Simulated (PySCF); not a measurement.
**KO−: bond curves at several levels of theory**

One table from this session's results is given with a row withheld; the runs are named, their logs left out.

The runs use PySCF 2.14.0; K aug-cc-pVDZ-X2C, O aug-cc-pVDZ-DK, spin-free X2C with a Gaussian nucleus.

4 further runs of the same task are left out: 4 set aside as unsound or not needed.

The first run:

Settings of the job:

| Property | Result |
| --- | --- |
| atoms | K, O |
| charge | -1 |
| basis | K aug-cc-pVDZ-X2C, O aug-cc-pVDZ-DK |
| Hamiltonian | spin-free X2C with a Gaussian nucleus |
| basis functions | 59 |
| electrons treated | 28 |
| masses in u | 38.9637, 15.9949 |
| levels | PBE0, PBE, r²SCAN, M06-2X, BLYP, B3LYP, CAM-B3LYP, MP2, SCS-MP2 |
| grid | 80 radial by 434 angular points |
| occupations | held fixed by the projection of orbital angular momentum |
| dissociation limit | K + O−, each in its ground configuration |
| starting distance in angstrom | 2.645 |
| values of 2S to try | 0, 2 |

Command:

```sh
$ OMP_NUM_THREADS=1 python dia.py task.json out
```

Among the steps run: Input; PBE0 along the bond; PBE (GGA); r²SCAN (meta-GGA); M06-2X; BLYP; B3LYP (global hybrid GGA); CAM-B3LYP.

One of the session's tables, all rows but one given; the rest of the session is left out.

| level | Re (Å) | ωe (cm⁻¹) | De (eV) |
| --- | --- | --- | --- |
| UHF-MP2 | 2.500 | 311 | 1.83 |
| UHF-SCS-MP2 | 2.501 | 311 | 1.83 |
| PBE | 2.500 | 288.0 | 1.71 |
| BLYP | ? | ? | ? |
| r²SCAN | 2.481 | 303 | 1.78 |
| B3LYP | 2.494 | 296.4 | 1.62 |
| PBE0 | 2.470 | 308 | 1.76 |
| M06-2X | 2.456 | 324 | 1.72 |
| CAM-B3LYP | 2.477 | 308 | 1.67 |

Q: Estimate the row for BLYP from the others.

As computed: Re (Å): 2.523; ωe (cm⁻¹): 279.0; De (eV): 1.57. In the column «Re (Å)» it is the highest.

De is counted to K + O− in their ground configurations.

Caveats from the session: At some levels the lowest empty orbital lies below the highest filled one (the two can be of opposite spin).
